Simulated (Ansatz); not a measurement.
# Au: the cost of one run

Method: DFT LDA, scalar-relativistic, in Ansatz 0.2.0.

2 further runs of the same task are left out: 2 that didn't finish.

## Step 1: The starting structure

Symmetry: P6_3/mmc, No. 194, hexagonal system. The conventional cell has a = 2.900 Å, b = 2.900 Å, c = 4.880 Å, α = 90.00°, β = 90.00°, γ = 120.00°. Au (site symmetry -6m2) is surrounded by 12 Au at 2.90 to 2.96 Å.

Structure file:

```xyz
2
Lattice="2.9000 0.0000 0.0000 -1.4500 2.5115 0.0000 0.0000 0.0000 4.8800" Properties=species:S:1:pos:R:3 pbc="T T T"
Au    0.0000    1.6743    3.6600
Au    1.4500    0.8372    1.2200
```

Atoms are numbered in the order of the input: Au1, Au2.

## Step 2: After the deformation

Space group P6_3/mmc before, P-1 after.

## Step 3: PAW with frozen cores

input.yaml reads:

```yaml
crystal:
  lattice:
    - [2.8999984104, -0.0289999841, -0.0289999841]
    - [-1.4751139281, 2.5259722864, -0.0106147309]
    - [-0.0488, -0.0488, 4.88]
  atoms:
    - { symbol: Au, position: [0.3333333333, 0.6666666667, 0.75] }
    - { symbol: Au, position: [0.6666666667, 0.3333333333, 0.25] }
kpoints:
  mp_grid: { grid: [14, 14, 8] }
scf:
  occupations: { method: fermi_dirac, width: 0.03 }
hamiltonian:
  xc: lda
  pseudopotentials: { kind: paw }
output:
  forces: true
  stress: true
  eigenvalues: true
  efg: { contact_densities: true }
```

Run with:

```
$ ansatz run input.yaml --threads 1 --pin off --max-ram 3072MiB --backend cpu --events-out ev --progress --plain --runs-dir out
```

What time and memory should one allow on 1 thread of Arm Neoverse V2, shared host?

About 22 s, with a peak of 0.7 GiB.
